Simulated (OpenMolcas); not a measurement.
**SiBr3Cl (tribromochlorosilane) at BPW91/aug-cc-pVDZ (RICD fitting)**

What is the vertical electron affinity of SiBr3Cl (tribromochlorosilane) at BPW91/aug-cc-pVDZ (RICD fitting)? 

The results are computed with OpenMolcas 26.06.

**1. The system as given**

SiBr3Cl has 5 atoms, charge 0, and is taken as a singlet. SMILES: `Cl[Si](Br)(Br)Br`. The coordinates come from a GFN2-xTB relaxation.

Bond lengths: Cl1–Si2 2.005 Å, Si2–Br3 2.204 Å, Si2–Br4 2.203 Å, Si2–Br5 2.204 Å. Angles: Cl1–Si2–Br3 111.6°, Cl1–Si2–Br4 112.5°, Cl1–Si2–Br5 112.0°, Br3–Si2–Br4 106.6°, Br3–Si2–Br5 107.6°, Br4–Si2–Br5 106.2°.

**2. A single-point energy at BPW91/aug-cc-pVDZ (RICD fitting)**

input.xyz

```xyz
5

Cl    -0.784090    -0.180200     1.940390
Si    -0.033890    -0.007670     0.088540
Br     1.704550    -1.329530    -0.209680
Br    -1.500670    -0.534960    -1.468170
Br     0.614100     2.052350    -0.351080
```

job.inp

```
&GATEWAY
  BasLib=$CurrDir
  Coord=input.xyz
  Basis=aug-cc-pVDZ
  Group=NoSym
  RICD

&SEWARD
  GridInput
  Grid=UltraFine
  End of Grid

&SCF
  KSDFT=2
  1.0 GGA_X_B88
  1.0 GGA_C_PW91
  PrOrbitals=1 1
```

The basis set aug-cc-pVDZ is read from a file made from the Basis Set Exchange's data (not shown).

Started as:

```console
$ export MOLCAS_MEM=1860
$ pymolcas job.inp > job.log
```

Output:

```text
--- Start Module: gateway ---
[...]
--- Stop Module: gateway /rc=_RC_ALL_IS_WELL_ ---
--- Start Module: seward ---
[...]
      Basis functions          162
--- Stop Module: seward /rc=_RC_ALL_IS_WELL_ ---
[...]
--- Start Module: scf ---
[...]
       Convergence after  12 Iterations
[...]
::    Total KS-DFT energy                           -8472.8314585028
[...]
      Total spin, S                                     0.0000000000
[...]
      Total electronic charge=  136.000000
      Total            charge=   -0.000000
[...]
      Dipole Moment (debye):
      Origin of the operator (angstrom)=    0.1207    0.0277   -0.2996
                   X= -8.0112E-02               Y= -1.6844E-02               Z=  2.0789E-01           Total=  2.2343E-01
      Quadrupole Moment (debye*angstrom):
[...]
--- Stop Module: scf /rc=_RC_ALL_IS_WELL_ ---
[...]
```

Wall time 33 s (1 thread of AMD EPYC 7B13 (Zen 3), shared host); peak memory 0.21 GiB.

**3. The doublet anion**

input.xyz is that of step 2.

job.input

```
>>> EXPORT MOLCAS_PRINT=2

&GATEWAY
  BasLib = $CurrDir
  Coord = input.xyz
  Basis = aug-cc-pVDZ
  Group = NoSym
  RICD

&SEWARD
  GridInput
  Grid=UltraFine
  End of Grid

&SCF
  UHF
  Charge = -1
  Spin = 2
  KSDFT = 2
  1.0 GGA_X_B88
  1.0 GGA_C_PW91
  PrOrbitals = 1 1
```

The basis set aug-cc-pVDZ is read from a file made from the Basis Set Exchange's data (not shown).

Started as:

```console
$ export MOLCAS_MEM=1860
$ pymolcas job.input > job.log
```

Output:

```text
--- Start Module: gateway ---
[...]
--- Stop Module: gateway /rc=_RC_ALL_IS_WELL_ ---
--- Start Module: seward ---
[...]
      Basis functions          162
--- Stop Module: seward /rc=_RC_ALL_IS_WELL_ ---
[...]
--- Start Module: scf ---
[...]
       Convergence after  19 Iterations
[...]
::    Total KS-DFT energy                           -8472.8437107930
[...]
      Total spin, S                                     0.5004635887
[...]
      Total electronic charge=  137.000000
      Total            charge=   -1.000000
[...]
      Dipole Moment (debye):
      Origin of the operator (angstrom)=    0.1207    0.0277   -0.2996
                   X=  5.7596E-02               Y=  1.4407E-02               Z= -2.0095E-01           Total=  2.0954E-01
      Center of Charge (angstrom)
[...]
--- Stop Module: scf /rc=_RC_ALL_IS_WELL_ ---
[...]
```

It took 77 s on 1 thread of AMD EPYC 7B13 (Zen 3), shared host; peak memory 0.22 GiB.

**4. Outcome**

At BPW91/aug-cc-pVDZ (RICD fitting):

| quantity | value |
| --- | --- |
| singlet SiBr3Cl: total energy | -8472.83146 Eh |
| singlet SiBr3Cl: dipole moment | 0.22 D |
| singlet SiBr3Cl: HOMO energy | -7.34 eV |
| singlet SiBr3Cl: LUMO energy | -2.56 eV |
| singlet SiBr3Cl: HOMO–LUMO gap | 4.78 eV |
| doublet anion: total energy | -8472.84371 Eh |
| doublet anion: HOMO energy (highest over α and β) | 1.67 eV |
| doublet anion: LUMO energy (lowest over α and β) | 2.10 eV |
| doublet anion: ⟨S²⟩ | 0.751 |
| vertical electron affinity (to the doublet anion) | 0.333 eV |

**Reading.** At fixed nuclei the extra electron is bound by 0.33 eV (32.2 kJ/mol). Mulliken charges (singlet SiBr3Cl) run from -0.20 on Cl1 to +0.65 on Si2; in a basis this large or diffuse they mean little. The HOMO (doublet anion) lies at positive energy, 1.67 eV; only total energies tell whether the electron is bound.
